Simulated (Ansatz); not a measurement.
This script for Ansatz 0.2.0, Python API starts 6 runs on CH₄OSiTe, SMILES [TeH]C1O[SiH2]1. What input does the engine get in each?

The script, `field_ch4osite.py`:
```python
"""Dipole of CH4OSiTe in the field of point charges."""

import ansatz as az
from ase import Atoms
import numpy as np


def main() -> None:
    atoms = Atoms(["Te", "C", "O", "Si", "H", "H", "H", "H"], positions=[
        (-1.7007, 1.282, -0.373),
        (0.1045, 0.6199, 0.4153),
        (-0.1204, -0.2657, 1.4239),
        (0.5391, -1.1238, 0.0012),
        (-0.9541, 1.7192, -1.8937),
        (0.9784, 1.3029, 0.5928),
        (1.848, -1.6376, 0.2684),
        (-0.6026, -1.954, -0.4906),
    ])
    molecule = az.Crystal.molecule_from_ase(atoms)

    setup = molecule.calculation().basis(gaussian="def2-SVP").functional("pbe0", dispersion="d3bj").forces()
    # charges +q and -q at -R and +R make a nearly even field 2 k q / R^2 at the centre
    centre = np.mean([site.position_ang for site in molecule.cartesian_sites], axis=0)
    field = 2 * 14.399645 * 2.0 / 30.0 ** 2


    def dipole(axis, sign):
        arm = 30.0 * np.eye(3)[axis]
        pair = [{"charge": sign * 2.0, "position_ang": (centre - arm).tolist()}, {"charge": -sign * 2.0, "position_ang": (centre + arm).tolist()}]
        deck = setup.input().set(az.key.basis.gaussian.point_charges, pair)
        return np.array(az.Session.from_dict(deck).plan().execute().report["charge_distribution"]["dipole_moment_e_ang"])


    print(f"field {field:.4f} V/A")
    alpha = np.array([(dipole(axis, 1) - dipole(axis, -1)) / (2 * field) * 14.399645 for axis in range(3)])
    print("polarisability tensor (A^3)")
    print(np.array2string(alpha, precision=3, suppress_small=True))
    print(f"mean {np.trace(alpha) / 3:.3f} A^3 = {np.trace(alpha) / 3 / 0.14818471:.2f} bohr^3")


if __name__ == "__main__":
    main()
```

Run 1:
```yaml
crystal:
  periodic: [false, false, false]
  atoms:
    - { symbol: Te, position_ang: [-1.7007, 1.282, -0.373] }
    - { symbol: C, position_ang: [0.1045, 0.6199, 0.4153] }
    - { symbol: O, position_ang: [-0.1204, -0.2657, 1.4239] }
    - { symbol: Si, position_ang: [0.5391, -1.1238, 0.0012] }
    - { symbol: H, position_ang: [-0.9541, 1.7192, -1.8937] }
    - { symbol: H, position_ang: [0.9784, 1.3029, 0.5928] }
    - { symbol: H, position_ang: [1.848, -1.6376, 0.2684] }
    - { symbol: H, position_ang: [-0.6026, -1.954, -0.4906] }
basis:
  gaussian:
    orbitals: def2-SVP
    point_charges:
      - { charge: 2.0, position_ang: [-29.988475, -0.0071374999999999356, -0.006962499999999983] }
      - { charge: -2.0, position_ang: [30.011525, -0.0071374999999999356, -0.006962499999999983] }
hamiltonian:
  xc: pbe0
  dispersion: d3bj
output:
  forces: true
```

Run 2, against run 1:
```diff
-      - { charge: 2.0, position_ang: [-29.988475, -0.0071374999999999356, -0.006962499999999983] }
-      - { charge: -2.0, position_ang: [30.011525, -0.0071374999999999356, -0.006962499999999983] }
+      - { charge: -2.0, position_ang: [-29.988475, -0.0071374999999999356, -0.006962499999999983] }
+      - { charge: 2.0, position_ang: [30.011525, -0.0071374999999999356, -0.006962499999999983] }
```

Run 3, against run 1:
```diff
-      - { charge: 2.0, position_ang: [-29.988475, -0.0071374999999999356, -0.006962499999999983] }
-      - { charge: -2.0, position_ang: [30.011525, -0.0071374999999999356, -0.006962499999999983] }
+      - { charge: 2.0, position_ang: [0.011525000000000007, -30.0071375, -0.006962499999999983] }
+      - { charge: -2.0, position_ang: [0.011525000000000007, 29.9928625, -0.006962499999999983] }
```

Run 4, against run 1:
```diff
-      - { charge: 2.0, position_ang: [-29.988475, -0.0071374999999999356, -0.006962499999999983] }
-      - { charge: -2.0, position_ang: [30.011525, -0.0071374999999999356, -0.006962499999999983] }
+      - { charge: -2.0, position_ang: [0.011525000000000007, -30.0071375, -0.006962499999999983] }
+      - { charge: 2.0, position_ang: [0.011525000000000007, 29.9928625, -0.006962499999999983] }
```

Run 5, against run 1:
```diff
-      - { charge: 2.0, position_ang: [-29.988475, -0.0071374999999999356, -0.006962499999999983] }
-      - { charge: -2.0, position_ang: [30.011525, -0.0071374999999999356, -0.006962499999999983] }
+      - { charge: 2.0, position_ang: [0.011525000000000007, -0.0071374999999999356, -30.0069625] }
+      - { charge: -2.0, position_ang: [0.011525000000000007, -0.0071374999999999356, 29.9930375] }
```

Run 6, against run 1:
```diff
-      - { charge: 2.0, position_ang: [-29.988475, -0.0071374999999999356, -0.006962499999999983] }
-      - { charge: -2.0, position_ang: [30.011525, -0.0071374999999999356, -0.006962499999999983] }
+      - { charge: -2.0, position_ang: [0.011525000000000007, -0.0071374999999999356, -30.0069625] }
+      - { charge: 2.0, position_ang: [0.011525000000000007, -0.0071374999999999356, 29.9930375] }
```

```console
$ python field_ch4osite.py
field 0.0640 V/A
polarisability tensor (A^3)
[[11.437 -2.935  0.515]
 [-2.925 11.537 -0.393]
 [ 0.507 -0.399  8.722]]
mean 10.565 A^3 = 71.30 bohr^3
```

The settings weren't tested for convergence. The geometry is a force-field or estimated start, not a minimum of this method, and the basis set is short of its limit. The field of two point charges is only nearly even. def2 sets replace the cores of elements past krypton by effective core potentials. Without diffuse functions polarisabilities are unreliable, as a rule too low, and they change with the bond lengths of this unrelaxed start. It ran for 22 s on 1 thread of Intel(R) Xeon(R) Platinum 8375C CPU @ 2.90GHz (Ice Lake), on a shared host, peak memory 0.27 GiB.

(Lines on the test bed's own set-up are left out of the output.)
